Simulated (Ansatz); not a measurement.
# Cd2C (fluorite type): how the settings move a single-point run

How sensitive is a single-point run of Cd2C (fluorite type) to its settings? A reference run comes first, then one run with altered input.

Method: reference: DFT, PBE, all-electron LAPW, scalar-relativistic, in Ansatz 0.2.0.

### 1 The structure to begin with

Symmetry: Fm-3m, No. 225, cubic system. The conventional cell has a = 5.887 Å, b = 5.887 Å, c = 5.887 Å, α = 90.00°, β = 90.00°, γ = 90.00°. C (site symmetry m-3m) has 8 Cd at 2.55 Å as nearest neighbours. Cd (site symmetry -43m) has 4 C at 2.55 Å as nearest neighbours.

As a file:

```
C Cd
1.0
     0.00000    2.94365    2.94365
     2.94365    0.00000    2.94365
     2.94365    2.94365    0.00000
C Cd
1 2
Direct
  0.00000 0.00000 0.00000
  0.25000 0.25000 0.25000
  0.75000 0.75000 0.75000
```

### 2 Reference

File input.yaml:

```yaml
crystal:
  lattice:
    - [0.0, 2.943649103, 2.943649103]
    - [2.943649103, 0.0, 2.943649103]
    - [2.943649103, 2.943649103, 0.0]
  atoms:
    - { symbol: C, position: [0.0, 0.0, 0.0] }
    - { symbol: Cd, position: [0.25, 0.25, 0.25] }
    - { symbol: Cd, position: [0.75, 0.75, 0.75] }
kpoints:
  mp_grid: { grid: [10, 10, 10] }
scf:
  occupations: { method: cold, width: 0.15 }
hamiltonian:
  xc: pbe
  pseudopotentials: { kind: all_electron, lapw: { basis_error: 0.0005 } }
output:
  forces: true
  stress: true
  eigenvalues: true
```

Started as:

```sh
ansatz run input.yaml --threads 1 --pin off --max-ram 4096MiB --backend cpu --events-out ev --progress --plain --runs-dir out
```

### 3 Variant: xc_grid 3

input.yaml: that of step 2 with these lines changed.

```diff
@@ -20 +20,3 @@
   eigenvalues: true
+basis:
+  xc_grid: 3
```

**Question.** What will these runs give? Wanted: for each run, ending; energy change; pressure; gap; force.

As calculated:

| run | ending | energy change | pressure (GPa) | gap (eV) | force (eV/Å) | cycles | time |
| --- | --- | --- | --- | --- | --- | --- | --- |
| reference | converged | 0 | 0.0 | 0.00 | 0.00 | 8 | 45 s |
| 1: xc_grid 3 | converged | 0.0 meV/atom | 0.0 | 0.00 | 0.00 | 8 | 41 s |

Residual by cycle in the longest SCF loop of each run; runs are numbered as in the table. The quantity is the density residual dr2, in eV.

| cycle | reference | run 1 |
| --- | --- | --- |
| 1 | 5.74 | 5.74 |
| 2 | 0.205 | 0.205 |
| 3 | 0.0163 | 0.0163 |
| 4 | 5.6e-4 | 5.6e-4 |
| 5 | 1.0e-4 | 1.0e-4 |
| 6 | 1.0e-5 | 1.0e-5 |
| 7 | 3.1e-7 | 3.1e-7 |
| 8 | 9.3e-9 | 9.3e-9 |

**Reading.** The changed input (numerical grids) leaves the energy the same to the digits printed.
